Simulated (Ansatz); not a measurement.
# SnSe2: the cost of one run

Computed with Ansatz 0.2.0 (DFT LDA, scalar-relativistic, plane waves, PAW, unless a step's input says otherwise).

The COD entry's cell or inner coordinates are ideal or old and differ from later refinements, so a difference from it is no clean test against experiment.

4 further runs of the same task are left out: 2 that didn't finish, 2 set aside as unsound or not needed.

## Step 1: The structure to begin with

The structure is trigonal, space group P-3m1 (No. 164). Conventional cell: a = 3.800 Å, b = 3.800 Å, c = 5.894 Å, α = 90.00°, β = 90.00°, γ = 120.00°. Sn (site symmetry -3m) is surrounded by 6 Se at 2.70 Å. Se (site symmetry 3m) is surrounded by 3 Sn at 2.70 Å.

Structure file:

```cif
data_structure
_symmetry_space_group_name_H-M 'P-3m1'
_symmetry_Int_Tables_number 164
_cell_length_a 3.8000
_cell_length_b 3.8000
_cell_length_c 5.8937
_cell_angle_alpha 90.000
_cell_angle_beta 90.000
_cell_angle_gamma 120.000
_cell_volume 73.70
loop_
_atom_site_label
_atom_site_type_symbol
_atom_site_symmetry_multiplicity
_atom_site_Wyckoff_symbol
_atom_site_fract_x
_atom_site_fract_y
_atom_site_fract_z
_atom_site_occupancy
Sn1 Sn 1 a 0.00000 0.00000 0.00000 1
Se1 Se 2 d 0.33333 0.66667 0.26759 1
```

It is the result of an earlier relaxation at this level (volume 24.57 Å³/atom; gap on the mesh: 0.17 eV).

## Step 2: The cell under 7 GPa

What is minimised here is the enthalpy; the energy can go up as the cell is squeezed.

File input.yaml:

```yaml
crystal:
  lattice:
    - [3.800028596, 0.0, 0.0]
    - [-1.900014298, 3.2909212992, 0.0]
    - [0.0, 0.0, 5.8937298275]
  atoms:
    - { symbol: Sn, position: [0.0, 0.0, 0.0] }
    - { symbol: Se, position: [0.3333333333, 0.6666666667, 0.2675879789] }
    - { symbol: Se, position: [0.6666666667, 0.3333333333, 0.7324120211] }
basis:
  ecutwfc: 420
kpoints:
  mp_grid: { grid: [12, 12, 6] }
hamiltonian:
  xc: lda
scf:
  occupations: { method: gaussian, width: 0.01 }
output:
  forces: true
  stress: true
  eigenvalues: true
relax:
  adjacent_minimum: "off"
  f_tol: 0.001
  max_steps: 60
  cell: { stress_tol: 0.02, p_target: 7.0 }
```

On the command line:

```
> ansatz run input.yaml --threads 1 --pin off --max-ram 3072MiB --backend cpu --events-out ev --progress --plain --runs-dir out
```

**Question.** How long does this run take on 1 thread of AMD EPYC, shared host, and how much memory does it need?

About 4.1 min, with a peak of 0.53 GiB.
